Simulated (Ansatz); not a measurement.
**CH₄BrSi+: single points off equilibrium**

The atoms stand at a structure displaced at random from a GFN2-xTB minimum. How far do the functionals agree with CCSD(T) there?

The runs use Ansatz 0.2.0, Gaussian basis; single points in def2-TZVPP.

Cores are frozen in the correlated methods. Filled d shells of the heavier atoms are correlated.

## 1. The starting structure

SMILES `C[SiH+]Br`, 7 atoms, charge 1, spin multiplicity 1.

Atoms are counted from 1 here; the program's logs count them from 0.

Bond lengths: C1–Si2 1.879 Å, C1–H4 1.071 Å, C1–H5 1.083 Å, C1–H6 1.089 Å, Si2–Br3 2.164 Å, Si2–H7 1.456 Å. Angles: Si2–C1–H4 112.9°, Si2–C1–H5 109.7°, Si2–C1–H6 109.3°, H4–C1–H5 109.3°, H4–C1–H6 107.7°, H5–C1–H6 107.8°, C1–Si2–Br3 119.6°, C1–Si2–H7 126.2°, Br3–Si2–H7 114.2°.

As a file:

```xyz
7
charge 1, multiplicity 1
C    -0.7435    0.4719   -0.2877
Si    0.8728   -0.2969    0.2859
Br    0.9189   -2.3811    0.8676
H    -0.6419    1.5046   -0.5543
H    -1.4907    0.3746    0.4907
H    -1.1059   -0.0623   -1.1644
H     2.1629    0.3725    0.3640
```

## 2. CCSD(T)/def2-TZVPP

run/in.yaml

```yaml
crystal:
  periodic: [false, false, false]
  atoms:
    - {symbol: C, position_ang: [-0.743500, 0.471900, -0.287700]}
    - {symbol: Si, position_ang: [0.872800, -0.296900, 0.285900]}
    - {symbol: Br, position_ang: [0.918900, -2.381100, 0.867600]}
    - {symbol: H, position_ang: [-0.641900, 1.504600, -0.554300]}
    - {symbol: H, position_ang: [-1.490700, 0.374600, 0.490700]}
    - {symbol: H, position_ang: [-1.105900, -0.062300, -1.164400]}
    - {symbol: H, position_ang: [2.162900, 0.372500, 0.364000]}
basis:
  gaussian: {orbitals: def2-TZVPP}
total_charge: 1
correlation: {method: ccsd_t}
output: {forces: true}
```

The command line of these runs was not kept.

## 3. PBE0-D4/def2-TZVPP

run/in.yaml: that of step 2 with these lines changed.

```diff
@@ -13,3 +13,3 @@
 total_charge: 1
-correlation: {method: ccsd_t}
-output: {forces: true}
+hamiltonian: {xc: pbe0, dispersion: d4}
+output: {forces: true, orbitals: {seedname: orbitals}}
```

## 4. wB97M-V/def2-TZVPP

run/in.yaml: that of step 3 with these lines changed.

```diff
@@ -13,3 +13,3 @@
 total_charge: 1
-hamiltonian: {xc: pbe0, dispersion: d4}
-output: {forces: true, orbitals: {seedname: orbitals}}
+hamiltonian: {xc: {name: wB97M-V}}
+output: {forces: true}
```

## 5. r2SCAN-D4/def2-TZVPP

run/in.yaml: that of step 4 with these lines changed.

```diff
@@ -13,3 +13,3 @@
 total_charge: 1
-hamiltonian: {xc: {name: wB97M-V}}
+hamiltonian: {xc: r2scan, dispersion: d4}
 output: {forces: true}
```

## 6. PBE-D4/def2-TZVPP

run/in.yaml: that of step 5 with these lines changed.

```diff
@@ -13,3 +13,3 @@
 total_charge: 1
-hamiltonian: {xc: r2scan, dispersion: d4}
+hamiltonian: {xc: pbe, dispersion: d4}
 output: {forces: true}
```

## 7. CAM-B3LYP-D4/def2-TZVPP

run/in.yaml: that of step 6 with these lines changed.

```diff
@@ -13,3 +13,3 @@
 total_charge: 1
-hamiltonian: {xc: pbe, dispersion: d4}
+hamiltonian: {xc: {name: CAM-B3LYP}, dispersion: d4}
 output: {forces: true}
```

## 8. r2SCANh-D4/def2-TZVPP

run/in.yaml: that of step 7 with these lines changed.

```diff
@@ -13,3 +13,3 @@
 total_charge: 1
-hamiltonian: {xc: {name: CAM-B3LYP}, dispersion: d4}
+hamiltonian: {xc: {name: r2SCANh}, dispersion: d4}
 output: {forces: true}
```

(Steps that only read results are left out.)

Q: Predict the outcome of this session. Wanted: energy less free atoms, CCSD(T)/def2-TZVPP; RMS force component; RMS force error; HOMO and LUMO, PBE0-D4; T1 diagnostic.

**Answer**, as computed:

```
                                  quantity                                                                                                   value
energy less free atoms, CCSD(T)/def2-TZVPP                                                                                              -15.425 eV
                       RMS force component                                                                    0.471 to 0.535 eV/Å over the methods
                           RMS force error  PBE0-D4 0.083, wB97M-V 0.062, r2SCAN-D4 0.089, PBE-D4 0.171, CAM-B3LYP-D4 0.069, r2SCANh-D4 0.083 eV/Å
                    HOMO and LUMO, PBE0-D4                                                                                     -14.35 and -8.67 eV
                             T1 diagnostic                                                                                                   0.011
```

What this shows: Against CCSD(T) the functionals' energies less atoms differ by -0.820 to -0.446 eV, PBE-D4 by -0.820 eV. CCSD(T) in triple zeta still lacks some correlation energy of the bonds, so part of these gaps is its own basis error and they don't rank the functionals. For forces wB97M-V does best and PBE-D4 worst.
